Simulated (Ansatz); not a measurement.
What does this script print? It uses the Ansatz DFT code, driven from Python.

The script, `ch4alfge.py`:
```python
"""Run CH4AlFGe from an input written out key by key."""

import ansatz as az

DECK = """
crystal:
  periodic: [false, false, false]
  atoms:
    - { symbol: F, position_ang: [-0.1486, 1.1722, -1.6333] }
    - { symbol: C, position_ang: [-0.6831, 0.4811, -0.5791] }
    - { symbol: Al, position_ang: [0.209, 0.8606, 1.0741] }
    - { symbol: Ge, position_ang: [0.3717, -1.1695, -0.3477] }
    - { symbol: H, position_ang: [-1.7813, 0.3706, -0.5694] }
    - { symbol: H, position_ang: [0.6443, 1.7677, 2.3479] }
    - { symbol: H, position_ang: [1.7809, -1.2603, -0.864] }
    - { symbol: H, position_ang: [-0.3007, -2.2795, 0.5157] }
basis:
  gaussian: { orbitals: def2-SVP }
correlation:
  method: mp2
"""

session = az.Session.from_yaml(DECK)
data = session.plan(threads=1).execute().report

print(f"E = {data['free_energy_ev']:.6f} eV = {data['free_energy_ev'] / 27.211386246:.7f} Ha")
print("converged:", data["converged"], " doubts:", data["published_state_doubts"] or "none")
symbols = ["F", "C", "Al", "Ge", "H", "H", "H", "H"]
print("correlation energy", round(data["free_energy_ev"] - data["reference_energy_ev"], 5), "eV")
cluster = data["correlation"].get("coupled_cluster")
if cluster:
    print("cycles", cluster["cycles"], " T1 diagnostic", round(cluster["t1_diagnostic"], 4), " largest double", round(cluster["largest_double"], 4))
```

```console
$ python ch4alfge.py
E = -66856.986721 eV = -2456.9489447 Ha
converged: True  doubts: none
correlation energy -16.69238 eV
```

Caveats:
- Total energies depend on the basis set; only differences at equal settings carry meaning.
- The geometry is a force-field or estimated start, not a minimum of this method, and the basis set is short of its limit.
- The whole script took 1.8 s on 1 thread of Arm Neoverse V2, with other jobs on the host, peak memory 0.22 GiB.

(Lines on the test bed's own set-up are left out of the output.)
